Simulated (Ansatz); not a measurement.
# TaBr4F: from a guess to a relaxed structure, part 1 of 2

Aim: relax a trial structure of TaBr4F and see where it ends.

Method: DFT PBE, scalar-relativistic, plane waves, PAW, in Ansatz 0.2.0.

## Step 1: The structure to begin with

Symmetry: F-43m, No. 216, cubic system. Conventional cell: a = 8.440 Å, b = 8.440 Å, c = 8.440 Å, α = 90.00°, β = 90.00°, γ = 90.00°. Ta (site symmetry -43m) has 12 Br at 3.50 Å and 4 F at 3.65 Å in its first shell of neighbours. Br (site symmetry 3m) is surrounded by 6 Br at 2.97 to 3.00 Å and 3 F at 3.50 Å and 3 Ta at 3.50 Å. F (site symmetry -43m) is surrounded by 12 Br at 3.50 Å and 4 Ta at 3.65 Å.

As a file:

```cif
data_structure
_symmetry_space_group_name_H-M 'F-43m'
_symmetry_Int_Tables_number 216
_cell_length_a 8.4401
_cell_length_b 8.4401
_cell_length_c 8.4401
_cell_angle_alpha 90.000
_cell_angle_beta 90.000
_cell_angle_gamma 90.000
_cell_volume 601.23
loop_
_atom_site_label
_atom_site_type_symbol
_atom_site_symmetry_multiplicity
_atom_site_Wyckoff_symbol
_atom_site_fract_x
_atom_site_fract_y
_atom_site_fract_z
_atom_site_occupancy
Ta1 Ta 4 a 0.00000 0.00000 0.00000 1
Br1 Br 16 e 0.87575 0.37575 0.12425 1
F1 F 4 c 0.25000 0.25000 0.25000 1
```

A structure generator made this guess: species swapped into a database cell of ErCu4Ag (F-43m, No. 216), with Ta on the Er sites, Br on the Cu sites and F on the Ag sites. Lengths come from tabulated atomic sizes and are only a guess.

## Step 2: A first look at the guess

input.yaml

```yaml
crystal:
  lattice:
    - [0.0, 4.22004193, 4.22004193]
    - [4.22004193, 0.0, 4.22004193]
    - [4.22004193, 4.22004193, 0.0]
  atoms:
    - { symbol: Ta, position: [0.0, 0.0, 0.0] }
    - { symbol: Br, position: [0.87275615, 0.37574795, 0.37574795] }
    - { symbol: Br, position: [0.37574795, 0.37574795, 0.37574795] }
    - { symbol: Br, position: [0.37574795, 0.87275615, 0.37574795] }
    - { symbol: Br, position: [0.37574795, 0.37574795, 0.87275615] }
    - { symbol: F, position: [0.75, 0.75, 0.75] }
basis:
  ecutwfc: 420
kpoints:
  mp_grid: { grid: [4, 4, 4] }
hamiltonian:
  xc: pbe
scf:
  occupations: { method: gaussian, width: 0.1 }
  lower_state_search: "off"
output:
  forces: true
  stress: true
  eigenvalues: true
```

Started as:

```sh
> ansatz run input.yaml --threads 1 --pin off --max-ram 2560MiB --backend cpu --events-out ev --progress --plain --runs-dir out
```

The program printed, shortened:

```text
Warning: RAYON_NUM_THREADS=1 ignored (pool sized by the plan → 1); use --threads N
[...]
Pseudopotentials: kind: paw
Pseudopotential: Ta, paw, valence charge 13, recommended cutoff 420 eV (normal), Ta.paw.azcp
Pseudopotential: Br, paw, valence charge 7, recommended cutoff 420 eV (normal), Br.paw.azcp
Pseudopotential: F, paw, valence charge 7, recommended cutoff 420 eV (normal), F.paw.azcp
Functional definition: PBE
[...]
Crystal: 6 atoms, lattice volume = 150.307 Å³
Basis set: ecut = 420 eV, 2891 PW (Γ), exchange–correlation on 80×80×80 points (8 copies of the dense FFT grid, shifted against one another)
Bands: 30, of which v1, the nominal top of the filled ones, is band 24 counted from 1 (23 counted from 0)
Symmetry: 24 space group operations
Space group: F-43m (ITA 216), of the structure as read, at distance tolerance 5.3e-5 Å
k-points: 8 of 64 (time reversal used)
[...]
SCF iter   1: F=—  HF=-21864.462363 eV  |F-HF|=—  |Δ(HF+E_count)|=         —  Δρ=1.01e-2  dr2=4.00e-1  ethr=1.77e-3  ⟨swp⟩=7.8  Hψ=1137  notcnv=0
[...]
SCF iter   8: F=-21864.440540 eV  HF=-21864.440540 eV  |F-HF|=2.85e-8  |Δ(HF+E_count)|=   2.82e-9  Δρ=3.34e-6  dr2=4.47e-8  ethr=2.08e-10  ⟨swp⟩=5.0  Hψ=938  notcnv=0
[...]
SCF converged after 8 iterations
Free energy (F): -21864.440540 eV
[...]
E sigma→0 (E₀):  -21864.402517 eV
Entropy (-TS):   -0.076045 eV (-12.674 meV/atom)
Fermi energy:    5.624863 eV
[...]
--- Forces (eV/Å), atoms counted from 1 ---
  atom   1  Ta    -0.00000000     0.00000000     0.00000000
  atom   2  Br    -0.13458991     0.13458991     0.13458991
  atom   3  Br    -0.13458991    -0.13458991    -0.13458991
  atom   4  Br     0.13458991    -0.13458991     0.13458991
  atom   5  Br     0.13458991     0.13458991    -0.13458991
  atom   6  F     -0.00000000     0.00000000     0.00000000
[...]
--- Stress (GPa, compression-positive) ---
       -2.292116       0.000000       0.000000
       -0.000000      -2.292116      -0.000000
        0.000000      -0.000000      -2.292116
  P = ⅓ Tr σ = -2.2921 GPa (-22.921 kbar)
--- Band table (eV; the first three rows and the last of 8) ---
[...]
```

Wall time 7.8 s (1 thread of Intel Xeon at 2.50GHz (Skylake/Cascade Lake), shared host); peak memory 0.37 GiB.

From the probe: pressure -2.3 GPa, largest force 0.23 eV/Å, gap on this mesh none (metal). The coarse relaxation is skipped.

## Step 3: Spin check on a coarse mesh

input.yaml, as its differences from that of step 2:

```diff
@@ -6,3 +6,3 @@
   atoms:
-    - { symbol: Ta, position: [0.0, 0.0, 0.0] }
+    - { symbol: Ta, position: [0.0, 0.0, 0.0], spin: 1.0 }
     - { symbol: Br, position: [0.87275615, 0.37574795, 0.37574795] }
@@ -25 +25,4 @@
   eigenvalues: true
+  populations: true
+magnetization:
+  spin_polarized: true
```

Started as:

```sh
> ansatz run input.yaml --threads 1 --pin off --max-ram 2560MiB --backend cpu --events-out ev --progress --plain --runs-dir out
```

The program printed, shortened:

```text
[...]
SCF converged after 18 iterations
Magnetization: 2.5309 μB (25.2654 up, 22.7346 down)
Absolute magnetization: 3.2059 μB (∫|ρ↑−ρ↓|, with the PAW one-centre terms)
Spin contamination: 0.2494 ħ² per cell (⟨S²⟩ above its minimum at these occupations)
Per-site moments (μB) at R_I (Å): [(2.2943830309896884, 1.4441599615115501), (-0.029094843878762124, 1.2235430962975085), (-0.02909484387876215, 1.2235430962975085), (-0.029094843878762065, 1.2235430962975085), (-0.029094843878761784, 1.2235430962975085), (-0.06728315810066238, 1.4425896895425079)]
Free energy (F): -21865.036031 eV
[...]
E sigma→0 (E₀):  -21865.019653 eV
Entropy (-TS):   -0.032756 eV (-5.459 meV/atom)
Fermi energy:    5.479334 eV
[...]
--- Forces (eV/Å), atoms counted from 1 ---
  atom   1  Ta    -0.00000000     0.00000000    -0.00000000
  atom   2  Br    -0.17133074     0.17133074     0.17133074
  atom   3  Br    -0.17133074    -0.17133074    -0.17133074
  atom   4  Br     0.17133074    -0.17133074     0.17133074
  atom   5  Br     0.17133074     0.17133074    -0.17133074
  atom   6  F     -0.00000000     0.00000000    -0.00000000
[...]
--- Stress (GPa, compression-positive) ---
       -1.496316       0.000000       0.000000
        0.000000      -1.496316      -0.000000
       -0.000000      -0.000000      -1.496316
  P = ⅓ Tr σ = -1.4963 GPa (-14.963 kbar)
--- Band table (eV; the first three rows and the last of 16) ---
[...]
--- Löwdin populations: 6 sites ---
  site symbol       q [e]    m [muB]
     0     Ta     11.9484     2.7134
     1     Br      7.0228    -0.0376
     2     Br      7.0228    -0.0376
     3     Br      7.0228    -0.0376
     4     Br      7.0228    -0.0376
     5      F      7.6683    -0.0749
  spilling = 0.006087 (of n_electrons = 48.000000)
```

Run time: 26 s. Hardware: 1 thread of Intel Xeon at 2.50GHz (Skylake/Cascade Lake), shared host; peak memory 0.41 GiB.

By site:

| atom | moment in the atom's sphere (μB) | Löwdin electrons |
| --- | --- | --- |
| Ta1 | 2.29 | 11.95 |
| Br2 | -0.03 | 7.02 |
| Br3 | -0.03 | 7.02 |
| Br4 | -0.03 | 7.02 |
| Br5 | -0.03 | 7.02 |
| F6 | -0.07 | 7.67 |

The Löwdin counts miss 0.29 of the 48 electrons, which the atomic orbitals do not span, so they are no charges.

The same cell is solved with trial moments on Ta. The largest site moment that stays is 2.29 μB and the cell's total 2.53 μB. The workflow keeps spin only above 0.25 μB on a site, so spin is kept from here on.

(Continued in part 2 of 2.)
